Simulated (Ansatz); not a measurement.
**HfBrCl3: one species, many methods**

An exercise on one series of results from a longer session: the logs are not shown, and one member is left open.

Program: Ansatz 0.2.0, Gaussian basis. Level of theory: functionals in def2-TZVPP, the program's frozen cores in correlated methods. These are calculated values, not measurements.

The runs, in order: LDA (SPW92), PBE-D4, revPBE-D4, BLYP-D4, r2SCAN-D4, B97M-V, PBE0-D4, B3LYP-D4, r2SCANh-D4, r2SCAN0-D4, HSE06-D4, BHLYP-D4, CAM-B3LYP-D4, LC-ωPBE, ωB97X-V, ωB97M-V, B2PLYP, PBE-QIDH; CCSD(T)/def2-SVP; CCSD(T)/def2-TZVPP; MP2/def2-QZVPP; extrapolation to the limit; RPA on PBE.

**The geometry**

All runs share one geometry, relaxed beforehand with PBE0-D4 in a triple-zeta def2 set. Hf takes the def2 core potential; no spin-orbit term is included.

SMILES `[Cl][Hf]([Cl])([Cl])[Br]`, 5 atoms, charge 0, spin multiplicity 1.

Atoms are counted from 1 here; the program's logs count them from 0.

Bond lengths: Cl1–Hf2 2.316 Å, Hf2–Cl3 2.316 Å, Hf2–Cl4 2.316 Å, Hf2–Br5 2.473 Å. Angles: Cl1–Hf2–Cl3 109.3°, Cl1–Hf2–Cl4 109.3°, Cl1–Hf2–Br5 109.6°, Cl3–Hf2–Cl4 109.3°, Cl3–Hf2–Br5 109.6°, Cl4–Hf2–Br5 109.6°.

As a file:

```
Cl   -0.8034   -0.1412    2.1670
Hf    0.0063   -0.0418   -0.0009
Cl    2.0269   -1.1682   -0.1170
Cl   -1.5137   -1.0429   -1.4336
Br    0.3338    2.3204   -0.6570
```

Set-up of the first run:

Contents of in.yaml:

```yaml
crystal:
  periodic: [false, false, false]
  atoms:
    - {symbol: Cl, position_ang: [-0.803388, -0.141168, 2.167011]}
    - {symbol: Hf, position_ang: [0.006269, -0.041774, -0.000901]}
    - {symbol: Cl, position_ang: [2.026911, -1.168195, -0.117026]}
    - {symbol: Cl, position_ang: [-1.513735, -1.042905, -1.433598]}
    - {symbol: Br, position_ang: [0.333841, 2.320442, -0.656985]}
basis:
  gaussian: {orbitals: def2-TZVPP}
hamiltonian: {xc: lda}
output: {orbitals: {seedname: orbitals}}
```

Steps of the session up to this table: LDA; PBE-D4 (GGA); revPBE-D4 (GGA); BLYP-D4 (GGA); r2SCAN-D4 (meta-GGA); B97M-V (meta-GGA); PBE0-D4 (hybrid); B3LYP-D4 (hybrid); r2SCANh-D4 (hybrid); r2SCAN0-D4 (hybrid); HSE06-D4 (hybrid); BHLYP-D4 (hybrid); CAM-B3LYP-D4 (range-separated); LC-ωPBE-D4 (range-separated; the results give it without D4); ωB97X-V (range-separated); ωB97M-V (range-separated); B2PLYP (double hybrid); PBE-QIDH (double hybrid).

One of the session's tables, all rows but one given; the rest of the session is left out.

It belongs to the step «Frontier levels by functional». 

```
  functional  HOMO (eV)  LUMO (eV)  gap (eV)
 LDA (SPW92)      -8.10      -3.21      4.88
      PBE-D4      -7.92      -2.97      4.96
   revPBE-D4      -7.86      -2.88      4.98
     BLYP-D4      -7.73      -2.81      4.92
   r2SCAN-D4      -8.30      -2.83      5.47
      B97M-V      -8.34      -2.73      5.61
     PBE0-D4      -9.22      -2.19      7.04
    B3LYP-D4      -8.93      -2.36      6.57
  r2SCANh-D4      -8.77      -2.54      6.23
  r2SCAN0-D4      -9.47      -2.09      7.38
    HSE06-D4      -8.83      -2.56      6.26
    BHLYP-D4     -10.34      -1.20      9.14
CAM-B3LYP-D4     -10.51      -1.08      9.43
     LC-ωPBE     -11.94       0.01     11.95
     ωB97X-V          ?          ?         ?
     ωB97M-V     -11.39      -0.09     11.30
```

Q: Estimate the row for ωB97X-V from the others.

**Answer.** HOMO (eV): -11.56; LUMO (eV): -0.05; gap (eV): 11.51. In the column «HOMO (eV)» it lies between LC-ωPBE (-11.94) and ωB97M-V (-11.39).
